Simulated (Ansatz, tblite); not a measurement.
# Sn(vinyl)3Br (C₆H₉BrSn): one state, many levels

An exercise on one series of results from a longer session: the logs are not shown, and one member is left open.

The runs use Ansatz 0.2.0, Gaussian basis; as each input shows.

Plan: GFN1-xTB, GFN2-xTB, PBE-D4/def2-TZVP, r2SCAN-D4/def2-TZVP, CAM-B3LYP-D4/def2-TZVP, r2SCAN0-D4/def2-TZVP, B97M-V/def2-TZVP, PBE-D4/def2-SVP, PBE0-D4/def2-SVP, PBE0-D4/def2-TZVPD, PBE-D4/def2-TZVPD, CAM-B3LYP-D4/def2-TZVPD, MP2/def2-TZVP, RPA/def2-TZVP.

2 further runs of the same task are left out: 2 set aside as unsound or not needed.

## The structure

The singlet was relaxed beforehand with PBE-D4/def2-SVP.

17 atoms, charge 0, spin multiplicity 1.

Bond lengths: Sn1–C2 2.156 Å, Sn1–C7 2.156 Å, Sn1–C12 2.156 Å, Sn1–Br17 2.542 Å, C2–C3 1.344 Å, C2–H4 1.106 Å, C3–H5 1.104 Å, C3–H6 1.105 Å, C7–C8 1.344 Å, C7–H9 1.106 Å, C8–H10 1.104 Å, C8–H11 1.105 Å, C12–C13 1.344 Å, C12–H14 1.106 Å, C13–H15 1.104 Å, C13–H16 1.105 Å. Angles: C2–Sn1–C7 113.6°, C2–Sn1–C12 113.6°, C2–Sn1–Br17 105.0°, C7–Sn1–C12 113.5°, C7–Sn1–Br17 105.1°, C12–Sn1–Br17 104.9°, Sn1–C2–C3 122.4°, Sn1–C2–H4 117.6°, C3–C2–H4 120.0°, C2–C3–H5 121.9°, C2–C3–H6 121.6°, H5–C3–H6 116.5°, Sn1–C7–C8 122.4°, Sn1–C7–H9 117.5°, C8–C7–H9 120.0°, C7–C8–H10 121.9°, C7–C8–H11 121.6°, H10–C8–H11 116.5° and more.

Sn takes a core potential in the def2 sets. No spin-orbit coupling is included.

PBE0-D4/def2-TZVP was run before; its log isn't repeated, and its numbers join the tables.

The first run:

Tight binding, by tblite at 300 K electronic temperature and without a spin-polarisation term:

```python
tblite.interface.Calculator('GFN1-xTB', numbers, positions, charge=0, uhf=0).singlepoint()
```

Tight binding, by tblite at 300 K electronic temperature and without a spin-polarisation term:

```python
tblite.interface.Calculator('GFN2-xTB', numbers, positions, charge=0, uhf=0).singlepoint()
```

start.molden holds the orbitals of an earlier run on this state, given as this run's starting guess.

File in.yaml:

```yaml
crystal:
  periodic: [false, false, false]
  atoms:
    - {symbol: Sn, position_ang: [0.045486, 0.065385, 0.033350]}
    - {symbol: C, position_ang: [-0.254594, 0.030120, 2.168251]}
    - {symbol: C, position_ang: [-0.975737, -0.925844, 2.778599]}
    - {symbol: H, position_ang: [0.210142, 0.837759, 2.763632]}
    - {symbol: H, position_ang: [-1.453167, -1.746449, 2.214606]}
    - {symbol: H, position_ang: [-1.121956, -0.930017, 3.874008]}
    - {symbol: C, position_ang: [2.102691, -0.204806, -0.553378]}
    - {symbol: C, position_ang: [2.518783, -1.276901, -1.249069]}
    - {symbol: H, position_ang: [2.824834, 0.580434, -0.262362]}
    - {symbol: H, position_ang: [1.824715, -2.079047, -1.556111]}
    - {symbol: H, position_ang: [3.576583, -1.400644, -1.544191]}
    - {symbol: C, position_ang: [-0.914996, 1.729630, -0.944815]}
    - {symbol: C, position_ang: [-1.932159, 1.568392, -1.808348]}
    - {symbol: H, position_ang: [-0.540480, 2.744147, -0.714113]}
    - {symbol: H, position_ang: [-2.329641, 0.569777, -2.061553]}
    - {symbol: H, position_ang: [-2.414508, 2.431311, -2.302276]}
    - {symbol: Br, position_ang: [-1.165987, -1.993237, -0.836240]}
basis:
  gaussian: {orbitals: def2-TZVP, initial_orbitals: start.molden}
hamiltonian: {xc: pbe, dispersion: d4}
scf: {omitted_lower_state_checks: [starts]}
output: {forces: true, orbitals: {seedname: orbitals}}
```

Run with:

```
> ansatz run in.yaml --threads 2 --pin off --events-out ev --progress --plain --max-ram 32768MiB --backend cuda --devices 0, --max-vram 18GiB
```

Among the steps run: PBE-D4/def2-TZVP; r2SCAN-D4/def2-TZVP; CAM-B3LYP-D4/def2-TZVP; r2SCAN0-D4/def2-TZVP; B97M-V/def2-TZVP; PBE-D4/def2-SVP; PBE0-D4/def2-SVP; PBE0-D4/def2-TZVPD; PBE-D4/def2-TZVPD; CAM-B3LYP-D4/def2-TZVPD; MP2/def2-TZVP; RPA/def2-TZVP.

One of the session's tables, all rows but one given; the rest of the session is left out.

It belongs to the step «Binding energy». 

```
                  level  binding an atom (eV)
           HF/def2-TZVP                 2.998
        PBE-D4/def2-SVP                 4.216
       PBE-D4/def2-TZVP                 4.191
      PBE-D4/def2-TZVPD                 4.192
    r2SCAN-D4/def2-TZVP                 4.095
       B97M-V/def2-TZVP                 4.088
       PBE0-D4/def2-SVP                 4.145
      PBE0-D4/def2-TZVP                 4.115
     PBE0-D4/def2-TZVPD                 4.116
   r2SCAN0-D4/def2-TZVP                     ?
 CAM-B3LYP-D4/def2-TZVP                 4.083
CAM-B3LYP-D4/def2-TZVPD                 4.084
          MP2/def2-TZVP                 4.018
```

Estimate the missing values for r2SCAN0-D4/def2-TZVP.

As computed: binding an atom (eV): 4.033. In the column «binding an atom (eV)» it lies between MP2/def2-TZVP (4.018) and CAM-B3LYP-D4/def2-TZVP (4.083).

To keep in mind: Free atoms were run apart at each level; binding is atoms less cluster, divided by the number of atoms, without zero-point or spin-orbit terms.
